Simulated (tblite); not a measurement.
# C5H13OP: the cost of one run

The runs use tblite 0.8.0 and PySCF 2.14.0, with density-fitted response routines of our own; the level of theory stands in each step. All values are computed, except where a source is named. Atoms are numbered from 0 throughout.

**1. Starting geometry**

20 atoms, charge 0, multiplicity 1; geometry from: force field or distance geometry start.

Bonds of the start (Å): C0–C1 1.53, C1–C2 1.51, C2–P3 1.81, P3–C4 1.84, P3–C5 1.82, P3–O6 1.49, C0–H7 1.12, C0–H8 1.10, C0–H9 1.09, C1–H10 1.08, C1–H11 1.13, C2–H12 1.11, C2–H13 1.09, C4–H14 1.12, C4–H15 1.10, C4–H16 1.11, C5–H17 1.11, C5–H18 1.11, C5–H19 1.11.

**2. Optimising the geometry with GFN2-xTB**

Job settings and geometry (Å):

```
{"job": {"kind": "relax", "xc": "GFN2-xTB", "basis": "xTB"}, "charge": 0, "multiplicity": 1}
C      2.963200     0.276400    -0.081000
C      1.619200    -0.019600    -0.741000
C      0.580700    -0.021900     0.350600
P     -1.087600    -0.357700    -0.270300
C     -1.985600    -1.155100     1.121400
C     -2.015300     1.165400    -0.647500
O     -1.146900    -1.223300    -1.482100
H      2.795400     0.386100     1.025400
H      3.326200     1.250800    -0.453000
H      3.679100    -0.539500    -0.195200
H      1.410300     0.626700    -1.582400
H      1.656400    -1.091700    -1.104000
H      0.816100    -0.796500     1.111400
H      0.542300     0.949500     0.845400
H     -2.560500    -0.371800     1.677700
H     -2.658000    -1.931100     0.716400
H     -1.281900    -1.608800     1.845400
H     -1.551000     2.027900    -0.129200
H     -2.054000     1.346800    -1.738800
H     -3.053400     1.098100    -0.272300
```

On the command line:

```bash
$ OMP_NUM_THREADS=1 python probes_run.py task.json out
```

The driver reads the jobs from task.json and runs them one after another.

Q: Estimate the wall time of this first job on 1 thread of Arm Neoverse N1, shared host.

About 1.6 s.
